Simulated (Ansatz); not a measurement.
# Tc: stress in a strained cell

Aim: deform Tc (equal xy, yz and zx engineering shear strains of +1 %) and compute stress, forces and field gradients with PAW and all-electron datasets made for the crystal.

Program: Ansatz 0.2.0. Level of theory: DFT LDA, scalar-relativistic. These are calculated values, not measurements.

1 further run of the same task is left out (it didn't finish).

## (1) The starting structure

Symmetry: P6_3/mmc, No. 194, hexagonal system. Conventional cell: a = 2.740 Å, b = 2.740 Å, c = 4.398 Å, α = 90.00°, β = 90.00°, γ = 120.00°. Around Tc (site symmetry -6m2) lie 12 Tc at 2.71 to 2.74 Å.

Coordinates:

```xyz
2
Lattice="2.7400 0.0000 0.0000 -1.3700 2.3729 0.0000 0.0000 0.0000 4.3980" Properties=species:S:1:pos:R:3 pbc="T T T"
Tc    0.0000    1.5819    1.0995
Tc    1.3700    0.7910    3.2985
```

Atoms are numbered in the order of the input: Tc1, Tc2.

## (2) The deformed structure

Space group P6_3/mmc before, P-1 after.

## (3) PAW on the default files

Input file input.yaml:

```yaml
crystal:
  lattice:
    - [2.7400001704, 0.0137000008, 0.0137000008]
    - [-1.3581355364, 2.3660597536, 0.0050145483]
    - [0.02199, 0.02199, 4.398]
  atoms:
    - { symbol: Tc, position: [0.3333333333, 0.6666666667, 0.25] }
    - { symbol: Tc, position: [0.6666666667, 0.3333333333, 0.75] }
kpoints:
  mp_grid: { grid: [17, 17, 9] }
scf:
  occupations: { method: fermi_dirac, width: 0.08 }
hamiltonian:
  xc: lda
  pseudopotentials: { kind: paw }
output:
  forces: true
  stress: true
  eigenvalues: true
  efg: { contact_densities: true }
```

Started as:

```bash
ansatz run input.yaml --threads 1 --pin off --max-ram 3072MiB --backend cpu --events-out ev --progress --plain --runs-dir out
```

## (4) Datasets made for this crystal

input.yaml, as its differences from that of step 3:

```diff
@@ -14,3 +14,3 @@
   xc: lda
-  pseudopotentials: { kind: paw }
+  pseudopotentials: { kind: all_electron, datasets: crystal }
 output:
```

(Steps that only read results are left out.)

What does the calculation give? Wanted: pressure; largest shear or deviatoric stress.

**Answer**, as computed:

| quantity | value |
| --- | --- |
| pressure | PAW -11.62, crystal datasets -11.61 GPa |
| largest shear or deviatoric stress (PAW) | 1.50 GPa |

**Reading.** The largest part of the stress beyond the pressure is 1.50 GPa in size, in the yx component; the atoms are carried along and not relaxed. No run of the undeformed cell stands beside it, so the pressure holds what the given cell had before the change.
